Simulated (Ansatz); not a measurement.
AlSn:

```
Sn Al
1.0
     4.19811    0.00000    0.00000
    -2.09905    3.63567    0.00000
     0.00000    0.00000    3.30685
Sn Al
1 1
Direct
  0.33333 0.66667 0.50000
  0.00000 0.00000 0.00000
```

The cell comes from a database or a generator and needn't be the stable form of this composition.

Base run:

- Program: Ansatz 0.2.0
- Functional: LDA
- Potentials or basis: all-electron LAPW, scalar-relativistic
- Cutoff: 175 eV (chosen from the basis error)
- Basis error allowed: 0.001 eV/atom
- k mesh: 7 × 7 × 8
- Occupations: fermi-dirac, width 0.05 eV
- Spin: no spin polarisation

Its results: pressure -3.0 GPa.

Question: The run is repeated on the same cell with these changes: functional from LDA to PBEsol. What comes out?

Answer: Pressure -1.8 GPa.

PBEsol binds less tightly than LDA, so the same cell stands under more pressure.
